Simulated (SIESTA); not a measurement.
BiTe:

```
CELL_PARAMETERS angstrom
4.33941 0.00000 0.00000
1.63419 4.01993 0.00000
1.63419 1.09973 3.86658
ATOMIC_POSITIONS crystal
Bi 0.50000 0.50000 0.50000
Te 0.00000 0.00000 0.00000
```

The cell comes from a database or a generator and needn't be the stable form of this composition.

Base run:

| Quantity | Value |
| --- | --- |
| Program | SIESTA 5.4.2 |
| Functional | PBE |
| Potentials or basis | PseudoDojo 0.4 standard (PBE files) |
| Basis | DZP (energy shift 0.003 Ry; two zetas on semicore shells) |
| Grid cutoff | 500 Ry |
| Energy shift | 0.003 Ry |
| k mesh | 7 × 7 × 7 |
| Occupations | fermi-dirac, width 0.05 eV |
| Spin | no spin polarisation |

Its results: band gap on the k mesh none (metal or under the smearing width); pressure 1.0 GPa.

Problem. The run is repeated on the same cell with these changes: potentials or basis from PseudoDojo 0.4 standard (PBE files) to PseudoDojo 0.4 standard (PBE files, fully relativistic); spin from no spin polarisation to non-collinear spin, zero start, spin-orbit coupling. What comes out?

Solution. Band gap on the k mesh none (metal or under the smearing width); pressure 1.9 GPa; net moment 0.00 μB per cell.

Caveats: the basis of atomic orbitals isn't converged, which shifts pressures, moduli and gaps; spin-orbit coupling is left out, which moves the levels of the heavy elements (some runs).

Not every run made on this cell is shown here.
